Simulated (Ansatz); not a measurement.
# ZrB: the cost of one run

Computed with Ansatz 0.2.0 (DFT r2SCAN, scalar-relativistic, plane waves, PAW, unless a step's input says otherwise).

1 further run of the same task is left out (set aside as unsound or not needed).

### 1 The system as given

The structure is trigonal, space group R-3m (No. 166). The conventional cell has a = 3.476 Å, b = 3.476 Å, c = 8.491 Å, α = 90.00°, β = 90.00°, γ = 120.00°. Zr (site symmetry -3m) has 6 B at 2.46 Å as nearest neighbours. B (site symmetry -3m) has 6 Zr at 2.46 Å as nearest neighbours.

Coordinates:

```cif
data_structure
_symmetry_space_group_name_H-M 'R-3m:H'
_symmetry_Int_Tables_number 166
_cell_length_a 3.4762
_cell_length_b 3.4762
_cell_length_c 8.4910
_cell_angle_alpha 90.000
_cell_angle_beta 90.000
_cell_angle_gamma 120.000
_cell_volume 88.86
loop_
_atom_site_label
_atom_site_type_symbol
_atom_site_symmetry_multiplicity
_atom_site_Wyckoff_symbol
_atom_site_fract_x
_atom_site_fract_y
_atom_site_fract_z
_atom_site_occupancy
Zr1 Zr 3 a 0.00000 0.00000 0.00000 1
B1 B 3 b 0.66667 0.33333 0.83333 1
```

The cell was made up by rule, so the compound may not exist in this form.

It is the result of an earlier relaxation at this level (volume 14.81 Å³/atom; gap on the mesh: none (metal)).

### 2 Next: the stacking ABAC

Close-packed layers are stacked in the order given (letters for the first element, the second between them) and fully relaxed; h and k in a name mark layers with hexagonal and cubic surroundings. Energies count from the base stacking, -2176.2323 eV an atom.

The cell holds 4 Zr, 4 B: a = 3.476 Å, b = 3.476 Å, c = 11.321 Å, α = 90.00°, β = 90.00°, γ = 120.00°.

### 3 Relaxation

input.yaml reads:

```yaml
crystal:
  lattice:
    - [3.4761611204, 0.0, 0.0]
    - [-1.7380805602, 3.010443838, 0.0]
    - [0.0, 0.0, 11.3212827558]
  atoms:
    - { symbol: Zr, position: [0.0, 0.0, 0.0] }
    - { symbol: B, position: [0.6666666667, 0.3333333333, 0.125] }
    - { symbol: Zr, position: [0.3333333333, 0.6666666667, 0.25] }
    - { symbol: B, position: [0.6666666667, 0.3333333333, 0.375] }
    - { symbol: Zr, position: [0.0, 0.0, 0.5] }
    - { symbol: B, position: [0.3333333333, 0.6666666667, 0.625] }
    - { symbol: Zr, position: [0.6666666667, 0.3333333333, 0.75] }
    - { symbol: B, position: [0.3333333333, 0.6666666667, 0.875] }
basis:
  ecutwfc: 500
kpoints:
  mp_grid: { grid: [12, 12, 3] }
hamiltonian:
  xc: r2scan
scf:
  occupations: { method: gaussian, width: 0.1 }
output:
  forces: true
  stress: true
  eigenvalues: true
  populations: true
  write_density: true
  write_potential: true
  elf: true
  volumetric_format: npy
relax:
  adjacent_minimum: "off"
  f_tol: 0.01
  max_steps: 45
  cell: { stress_tol: 0.05 }
```

The run is started by

```sh
$ ansatz run input.yaml --threads 1 --pin off --max-ram 2560MiB --backend cpu --events-out ev --progress --plain --runs-dir out
```

What time and memory should one allow on 1 thread of Intel Xeon Platinum 8488C (Sapphire Rapids), shared host?

About 2.9 min, with a peak of 0.79 GiB.
